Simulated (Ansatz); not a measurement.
# C5H11NSi: basis-set convergence

Aim: see how fast density functionals converge with the basis set for C5H11NSi.

Program: Ansatz 0.2.0, Gaussian basis. Level of theory: one geometry, several basis sets. These are calculated values, not measurements.

Levels to be run: PBE0-D4/def2-SVP; ωB97M-V/def2-SVP; PBE0-D4/def2-QZVPP; ωB97M-V/def2-QZVPP; the functionals' def2-TZVPP values are taken from earlier runs.

## Step 1: The geometry

All runs share one geometry, relaxed beforehand with PBE0-D4 in a triple-zeta def2 set.

18 atoms, charge 0, spin multiplicity 1.

Atoms are counted from 1 here; the program's logs count them from 0.

Bond lengths: C1–C2 1.323 Å, C1–H8 1.086 Å, C1–H9 1.083 Å, C2–C3 1.499 Å, C2–H10 1.088 Å, C3–N4 1.452 Å, C3–H11 1.098 Å, C3–H12 1.097 Å, N4–Si5 1.732 Å, N4–C6 1.383 Å, Si5–H13 1.483 Å, Si5–H14 1.490 Å, Si5–H15 1.487 Å, C6–C7 1.334 Å, C6–H16 1.087 Å, C7–H17 1.081 Å, C7–H18 1.081 Å. Angles: C2–C1–H8 121.4°, C2–C1–H9 121.7°, H8–C1–H9 116.9°, C1–C2–C3 124.4°, C1–C2–H10 120.0°, C3–C2–H10 115.6°, C2–C3–N4 114.1°, C2–C3–H11 108.7°, C2–C3–H12 110.1°, N4–C3–H11 107.6°, N4–C3–H12 109.5°, H11–C3–H12 106.5°, C3–N4–Si5 118.9°, C3–N4–C6 118.6°, Si5–N4–C6 122.4°, N4–Si5–H13 107.5°, N4–Si5–H14 112.7°, N4–Si5–H15 108.9° and more.

Geometry (Å):

```tsv
atom	x (Å)	y (Å)	z (Å)
C1	1.0038	-2.4925	-0.4306
C2	0.3581	-1.5804	0.2782
C3	0.8249	-0.1688	0.4702
N4	-0.2181	0.8285	0.3110
Si5	-0.9674	1.4898	1.7259
C6	-0.6425	1.1437	-0.9675
C7	-0.2207	0.6168	-2.1184
H8	1.9220	-2.2528	-0.9591
H9	0.6425	-3.5107	-0.5117
H10	-0.5671	-1.8427	0.7872
H11	1.2291	-0.0668	1.4856
H12	1.6504	0.0522	-0.2172
H13	-1.8023	2.6372	1.2942
H14	-1.8245	0.5011	2.4394
H15	0.0933	1.9214	2.6747
H16	-1.3929	1.9295	-0.9883
H17	-0.6219	0.9964	-3.0476
H18	0.4958	-0.1905	-2.1740
```

## Step 2: PBE0-D4 in def2-SVP

Contents of in.yaml:

```yaml
crystal:
  periodic: [false, false, false]
  atoms:
    - {symbol: C, position_ang: [1.003801, -2.492539, -0.430650]}
    - {symbol: C, position_ang: [0.358059, -1.580366, 0.278227]}
    - {symbol: C, position_ang: [0.824946, -0.168760, 0.470226]}
    - {symbol: N, position_ang: [-0.218055, 0.828492, 0.310952]}
    - {symbol: Si, position_ang: [-0.967366, 1.489829, 1.725867]}
    - {symbol: C, position_ang: [-0.642486, 1.143710, -0.967476]}
    - {symbol: C, position_ang: [-0.220708, 0.616753, -2.118446]}
    - {symbol: H, position_ang: [1.922046, -2.252751, -0.959074]}
    - {symbol: H, position_ang: [0.642468, -3.510730, -0.511708]}
    - {symbol: H, position_ang: [-0.567105, -1.842701, 0.787163]}
    - {symbol: H, position_ang: [1.229083, -0.066800, 1.485612]}
    - {symbol: H, position_ang: [1.650416, 0.052248, -0.217221]}
    - {symbol: H, position_ang: [-1.802324, 2.637184, 1.294183]}
    - {symbol: H, position_ang: [-1.824466, 0.501083, 2.439401]}
    - {symbol: H, position_ang: [0.093317, 1.921367, 2.674683]}
    - {symbol: H, position_ang: [-1.392929, 1.929519, -0.988258]}
    - {symbol: H, position_ang: [-0.621905, 0.996377, -3.047633]}
    - {symbol: H, position_ang: [0.495807, -0.190517, -2.174048]}
basis:
  gaussian: {orbitals: def2-SVP}
hamiltonian: {xc: pbe0, dispersion: d4}
output: {orbitals: {seedname: orbitals}}
```

On the command line:

```console
$ ansatz run in.yaml --threads 2 --pin off --events-out ev --progress --plain --max-ram 32768MiB --backend cpu
```

What it wrote:

```text
Functional definition: PBE0
  name "PBE0"
  cite "Adamo & Barone, J. Chem. Phys. 110, 6158 (1999) doi:10.1063/1.478522"
  cite "Perdew, Burke & Ernzerhof, Phys. Rev. Lett. 77, 3865 (1996) doi:10.1103/PhysRevLett.77.3865"
  parent pbe
  parameter a = 0.25
  parameter kappa = 0.804
  parameter beta = 0.06672455060314922
  exchange = (1 - a)*pbe_x(kappa = kappa, mu = beta*pi^2/3) + a*exact_x
  correlation = pbe_c(beta = beta)
1796 factors; their error is unknown
mean field evaluation 1: about -14703.6905 eV, gradient 5.6e1 eV
mean field evaluation 2: about -14701.8921 eV, gradient 6.2e1 eV
mean field evaluation 4: about -14711.7543 eV, gradient 3.8e0 eV
mean field evaluation 8: about -14711.7860 eV, gradient 7.4e-2 eV
mean field evaluation 16: about -14711.8049 eV, gradient 8.6e-5 eV
mean field -14711.80488156 eV, -540.6488573777 hartree, gradient 1.9e-5 eV, S^2 0.000000; 0 other end points of the search recorded, 0 dependent functions left out
reference -14711.80491472 eV, -540.6488585964 hartree; 31, 31 occupied and 126, 126 virtual orbitals, 1796 factors
Total energy: -14712.19959298 eV, -540.6633627550 hartree
```

Wall time 4 s (2 threads of AMD EPYC 7R13, shared host).

## Step 3: ωB97M-V in def2-SVP

Edit in.yaml of step 2 so:

```diff
@@ -23,3 +23,3 @@
   gaussian: {orbitals: def2-SVP}
-hamiltonian: {xc: pbe0, dispersion: d4}
+hamiltonian: {xc: {name: wB97M-V}}
 output: {orbitals: {seedname: orbitals}}
```

Same command.

What it wrote (excerpt; [...] marks lines left out):

```text
Functional definition: wB97M-V
  name "wB97M-V"
  cite "Mardirossian & Head-Gordon, J. Chem. Phys. 144, 214110 (2016) doi:10.1063/1.4952647"
  cite "Becke, J. Chem. Phys. 107, 8554 (1997) doi:10.1063/1.475007"
  cite "Vydrov & Van Voorhis, J. Chem. Phys. 133, 244103 (2010) doi:10.1063/1.3521275"
  # Of w^i u^j: cxij and so on, Table III.
[...]
  gx(w, u) = 1 - cx + cx01*u + cx10*w
  gss(w, u) = css00 + css04*u^4 + css10*w + css20*w^2 + css43*w^4*u^3
  gos(w, u) = cos00 + cos10*w + (cos20 + cos21*u)*w^2 + (cos60 + cos61*u)*w^6
[...]
      + integral(e_c_pw_mod_opposite_spin*gos(b97_w_opposite, b97_u_opposite)) + vv10(b, c)
1796 factors; their error is unknown
470 factors; integrals over basis functions are off by at most 9.5e-6 eV
[...]
mean field -14719.21463475 eV, -540.9211607850 hartree, gradient 1.2e-5 eV, S^2 0.000000; 0 other end points of the search recorded, 0 dependent functions left out
reference -14719.21468725 eV, -540.9211627144 hartree; 31, 31 occupied and 126, 126 virtual orbitals, 1796 factors
Total energy: -14719.21468725 eV, -540.9211627144 hartree
```

It took 13 s on 2 threads of AMD EPYC 7R13, shared host.

## Step 4: PBE0-D4 in def2-QZVPP

Edit in.yaml of step 3 so:

```diff
@@ -22,4 +22,4 @@
 basis:
-  gaussian: {orbitals: def2-SVP}
-hamiltonian: {xc: {name: wB97M-V}}
+  gaussian: {orbitals: "def2-QZVPP.json"}
+hamiltonian: {xc: pbe0, dispersion: d4}
 output: {orbitals: {seedname: orbitals}}
```

On the command line:

```console
$ ansatz run in.yaml --threads 2 --pin off --events-out ev --progress --plain --max-ram 32768MiB --backend cuda --devices 0, --max-vram 18GiB
```

What it wrote:

```text
Functional definition: PBE0
  name "PBE0"
  cite "Adamo & Barone, J. Chem. Phys. 110, 6158 (1999) doi:10.1063/1.478522"
  cite "Perdew, Burke & Ernzerhof, Phys. Rev. Lett. 77, 3865 (1996) doi:10.1103/PhysRevLett.77.3865"
  parent pbe
  parameter a = 0.25
  parameter kappa = 0.804
  parameter beta = 0.06672455060314922
  exchange = (1 - a)*pbe_x(kappa = kappa, mu = beta*pi^2/3) + a*exact_x
  correlation = pbe_c(beta = beta)
2105 factors; their error is unknown
mean field evaluation 1: about -14709.8783 eV, gradient 7.5e1 eV
mean field evaluation 2: about -14700.7415 eV, gradient 9.5e1 eV
mean field evaluation 4: about -14722.5563 eV, gradient 8.6e0 eV
mean field evaluation 8: about -14722.7220 eV, gradient 2.9e-1 eV
mean field evaluation 16: about -14722.7304 eV, gradient 7.4e-5 eV
mean field -14722.73037687 eV, -541.0503619250 hartree, gradient 5.4e-5 eV, S^2 0.000000; 0 other end points of the search recorded, 0 dependent functions left out
reference -14722.73042790 eV, -541.0503638001 hartree; 31, 31 occupied and 711, 711 virtual orbitals, 2105 factors
Total energy: -14723.12510616 eV, -541.0648679587 hartree
```

It took 9 s on 1 × H100 (card shared with other runs) with 2 threads of AMD EPYC 7R13, shared host; peak host memory 1.3 GiB.

## Step 5: ωB97M-V in def2-QZVPP

Edit in.yaml of step 4 so:

```diff
@@ -23,3 +23,3 @@
   gaussian: {orbitals: "def2-QZVPP.json"}
-hamiltonian: {xc: pbe0, dispersion: d4}
+hamiltonian: {xc: {name: wB97M-V}}
 output: {orbitals: {seedname: orbitals}}
```

Launched as before.

What it wrote (excerpt; [...] marks lines left out):

```text
Functional definition: wB97M-V
  name "wB97M-V"
  cite "Mardirossian & Head-Gordon, J. Chem. Phys. 144, 214110 (2016) doi:10.1063/1.4952647"
  cite "Becke, J. Chem. Phys. 107, 8554 (1997) doi:10.1063/1.475007"
  cite "Vydrov & Van Voorhis, J. Chem. Phys. 133, 244103 (2010) doi:10.1063/1.3521275"
  # Of w^i u^j: cxij and so on, Table III.
[...]
  gx(w, u) = 1 - cx + cx01*u + cx10*w
  gss(w, u) = css00 + css04*u^4 + css10*w + css20*w^2 + css43*w^4*u^3
  gos(w, u) = cos00 + cos10*w + (cos20 + cos21*u)*w^2 + (cos60 + cos61*u)*w^6
[...]
      + integral(e_c_pw_mod_opposite_spin*gos(b97_w_opposite, b97_u_opposite)) + vv10(b, c)
2085 factors; their error is unknown
585 factors; integrals over basis functions are off by at most 9.0e-6 eV
[...]
mean field -14730.52296584 eV, -541.3367342876 hartree, gradient 3.9e-5 eV, S^2 0.000000; 0 other end points of the search recorded, 0 dependent functions left out
reference -14730.52304652 eV, -541.3367372526 hartree; 31, 31 occupied and 711, 711 virtual orbitals, 2085 factors
Total energy: -14730.52304652 eV, -541.3367372526 hartree
```

Wall time 10 s (1 × H100 (card shared with other runs) with 2 threads of AMD EPYC 7R13, shared host); peak host memory 1.4 GiB.

## Step 6: Functionals by basis

The def2-TZVPP values come from earlier runs at the same geometry.

```tsv
functional	basis	functions	energy (eV)	from the largest (eV)	HOMO (eV)	LUMO (eV)
PBE0-D4	def2-SVP	157	-14712.1996	10.926	-5.91	0.21
PBE0-D4	def2-TZVPP	382	-14722.4701	0.655	-6.01	-0.04
PBE0-D4	def2-QZVPP	742	-14723.1251	0.000	-6.03	-0.13
ωB97M-V	def2-SVP	157	-14719.2147	11.308	-8.09	2.34
ωB97M-V	def2-TZVPP	382	-14729.9080	0.615	-8.20	1.87
ωB97M-V	def2-QZVPP	742	-14730.5230	0.000	-8.21	1.53
```

## Step 7: Results

| quantity | value |
| --- | --- |
| PBE0-D4: double and triple zeta above quadruple | 10.93, 0.66 eV |
| ωB97M-V: double and triple zeta above quadruple | 11.31, 0.62 eV |

In words: For PBE0-D4 the step from double to triple zeta gains 10.27 eV and the next only 0.66 eV. These are total energies; as a rule much of such shifts cancels in differences, which this series doesn't test. The LUMO of ωB97M-V is positive and keeps falling with the basis (2.34 to 1.53 eV): an unbound level that the basis holds in place.
